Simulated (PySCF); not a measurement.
# [Tb(PH3)]3+: other functionals and bases at one geometry

How far do other levels of theory move the description of [Tb(PH3)]3+, and what does each cost? The species was built from a template and needn't be a known compound.

Computed with PySCF 2.14.0. Level: several levels, as the steps say, no spin–orbit coupling.

1 further run of the same task is left out (for a known fault of the program).

### 1 Where the work starts

5 atoms, charge 3, spin multiplicity 1.

Bond lengths: Tb1–P2 2.912 Å, P2–H3 1.428 Å, P2–H4 1.428 Å, P2–H5 1.428 Å. Angles: Tb1–P2–H3 111.4°, Tb1–P2–H4 111.4°, Tb1–P2–H5 111.4°, H3–P2–H4 107.5°, H3–P2–H5 107.5°, H4–P2–H5 107.5°.

Coordinates:

```xyz
5
H3PTb
Tb    0.0000    0.0000   -0.3990
P     0.0000    0.0000    2.5134
H     1.3295    0.0000    3.0339
H    -0.6647    1.1514    3.0339
H    -0.6647   -1.1514    3.0339
```

Formal oxidation states: Tb +3. Each metal's 8 4f electrons lie in its core potential, so multiplicities, spins and levels count the valence alone. An earlier session relaxed this geometry at PBE0, Tb lcecp-1-SVP with ECP54, P def2-SVP, H def2-SVP (singlet, point group C3v).

At PBE0 on the finer grid: E = -378.056161 Eh, HOMO -24.25 eV, LUMO -19.60 eV, Mulliken charge on Tb1 +2.30 e, largest force component 0.024 eV/Å. 

Levels to run: BP86; wB97X; PBE0, TZVP. Hardware: 2 threads of Arm Neoverse V1, shared host.

### 2 BP86

The input, run.py (the lines that set the calculation):

```python
mol = gto.M(atom='''
Tb     0.00000     0.00000    -0.39899
P      0.00000     0.00000     2.51336
H      1.32947    -0.00001     3.03392
H     -0.66473     1.15135     3.03392
H     -0.66474    -1.15135     3.03392''',
    basis={'Tb': 'lcecp-1-SVP', 'P': 'def2-SVP', 'H': 'def2-SVP'},
    ecp={'Tb': 'lcecp-1-SVP'},
    charge=3, spin=0)
mf = dft.RKS(mol, xc='B88,P86')
mf.grids.atom_grid = (75, 302)  # f atoms: unpruned, at least (60, 302)
mf = mf.density_fit()  # fitting sets: Tb AutoAux, P def2-universal-JKFIT, H def2-universal-JKFIT
mf.conv_tol = 1e-08; mf.max_cycle = 55
mf.kernel(dm0)  # dm0: the density of the relaxed state
```

On the command line:

```
$ OMP_NUM_THREADS=2 python run.py
```

### 3 wB97X

Changes to run.py (the lines that set the calculation) since step 2:

```diff
@@ -9,3 +9,3 @@
     charge=3, spin=0)
-mf = dft.RKS(mol, xc='B88,P86')
+mf = dft.RKS(mol, xc='WB97X')
 mf.grids.atom_grid = (75, 302)  # f atoms: unpruned, at least (60, 302)
```

### 4 PBE0, TZVP

Basis: Tb lcecp-1-TZVP with ECP54, P def2-TZVP, H def2-TZVP. 

The input, run.py (the lines that set the calculation):

```python
mol = gto.M(atom='''
Tb     0.00000     0.00000    -0.39899
P      0.00000     0.00000     2.51336
H      1.32947    -0.00001     3.03392
H     -0.66473     1.15135     3.03392
H     -0.66474    -1.15135     3.03392''',
    basis={'Tb': 'lcecp-1-TZVP', 'P': 'def2-TZVP', 'H': 'def2-TZVP'},
    ecp={'Tb': 'lcecp-1-TZVP'},
    charge=3, spin=0)
mf = dft.RKS(mol, xc='PBE0')
mf.grids.atom_grid = (75, 302)  # f atoms: unpruned, at least (60, 302)
mf = mf.density_fit()  # fitting sets: Tb AutoAux, P def2-universal-JKFIT, H def2-universal-JKFIT
mf.conv_tol = 1e-08; mf.max_cycle = 55
mf.kernel(dm0)  # dm0: free metal ions and neutral atoms
```

Q: Predict the outcome of this session. Wanted: for each run, HOMO; gap; charge on Tb1; dipole; largest force.

As calculated:

| level | state | HOMO (eV) | gap (eV) | charge on Tb1 (e) | dipole (D) | largest force (eV/Å) | basis functions | time |
| --- | --- | --- | --- | --- | --- | --- | --- | --- |
| PBE0 (relaxed here) | singlet | -24.25 | 4.65 | 2.30 | 2.92 | 0.02 | 66 | 8 s |
| BP86 | singlet | -23.37 | 2.79 | 2.25 | 3.44 | 0.25 | 66 | 4.4 s |
| wB97X | singlet | -26.32 | 9.19 | 2.34 | 2.21 | 0.14 | 66 | 4.3 s |
| PBE0, TZVP | singlet | -24.14 | 4.60 | 2.35 | 3.06 | 0.17 | 102 | 12 s |

Times are on 2 threads of Arm Neoverse V1, shared host; the first row also made further properties. The dipole of a charged species depends on the origin, so these sizes hold for this origin alone.

In one basis the HOMO–LUMO gap runs from 2.79 eV (BP86) to 9.19 eV (wB97X). The largest leftover force, 0.25 eV/Å with BP86, stands at a geometry relaxed at another level. The Mulliken charge on Tb spans +2.25 to +2.35 e over the levels. With 4f in the core, its levels are missing from HOMO and gap. Total energies of different levels can't be compared. Spin–orbit coupling is left out throughout.
